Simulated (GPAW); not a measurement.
NiMoIrPdW:

```
CELL_PARAMETERS angstrom
4.11705 0.00000 0.00000
-2.05853 3.56547 0.00000
0.00000 0.00000 5.44580
ATOMIC_POSITIONS crystal
Ni 0.00000 0.00000 0.95775
Mo 0.66667 0.33333 0.96161
Pd 0.66667 0.33333 0.46295
Ir 0.33333 0.66667 0.72572
W 0.33333 0.66667 0.23642
```

The cell was built by a generator and needn't be a form met in nature.

Program: GPAW 26.7.0. Alike in all runs: task band structure; spin collinear, ferromagnetic start; cell as given; k mesh 5 × 5 × 4; cutoff (eV) 600; smearing fermi-dirac 0.05 eV.

Task: Order these runs on this cell by their pressure, lowest first.
A. level BLYP; potentials or basis PAW data sets generated in the run's folder for this functional, pw; eigensolver davidson
B. level LDA; potentials or basis the program's PAW data sets (release 1.2.1) made for this functional, pw
C. level RPBE; potentials or basis the program's PAW data sets (release 1.2.1) made for this functional, pw
D. level PBEsol; potentials or basis PAW data sets generated in the run's folder for this functional, pw

Result: B (-13.4 GPa), D (-7.9 GPa), C (4.2 GPa), A (8.8 GPa).

Caveats: the stock nickel data set gives pressures a few GPa off other programs.

Runs at the PBE level aren't shown here.
